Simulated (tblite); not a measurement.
# C4H9BF2: the cost of one run

Computed with tblite 0.8.0 and PySCF 2.14.0, with density-fitted response routines of our own, on a single molecule in the gas phase. Atoms count from 0, in the outputs and in this text.

## 1. Starting geometry

16 atoms, charge 0, multiplicity 1; geometry from: force field or distance geometry start.

Bonds of the start (Å): C0–B1 1.60, B1–C2 1.60, C2–C3 1.54, C2–C4 1.54, C4–F5 1.38, C4–F6 1.37, C0–H7 1.10, C0–H8 1.11, C0–H9 1.11, B1–H10 1.17, C2–H11 1.11, C3–H12 1.10, C3–H13 1.12, C3–H14 1.12, C4–H15 1.11.

## 2. Relaxing the molecule with GFN2-xTB

Job settings and geometry (Å):

```
{"job": {"kind": "relax", "xc": "GFN2-xTB", "basis": "xTB"}, "charge": 0, "multiplicity": 1}
C      2.323700     0.094600    -0.203100
B      0.801700     0.419300    -0.591900
C     -0.390000    -0.217100     0.271700
C     -1.260500    -1.098200    -0.641700
C     -1.242100     0.896500     0.919900
F     -0.457400     1.675600     1.740800
F     -2.259400     0.348800     1.664600
H      2.498100    -0.991200    -0.264100
H      2.999700     0.619600    -0.903300
H      2.513100     0.441800     0.837000
H      0.568400     1.120300    -1.501400
H      0.027400    -0.847300     1.078600
H     -1.734700    -0.510300    -1.437200
H     -0.636200    -1.911300    -1.088200
H     -2.065900    -1.582500    -0.036800
H     -1.693400     1.550500     0.143600
```

Command:

```bash
$ OMP_NUM_THREADS=1 python probes_run.py task.json out
```

The driver reads the jobs from task.json and runs them one after another.

Q: Estimate the wall time and peak memory of this first job on 1 thread of Intel Xeon at 2.50GHz, shared host.

About 1.6 s, with a peak of 0.18 GiB.
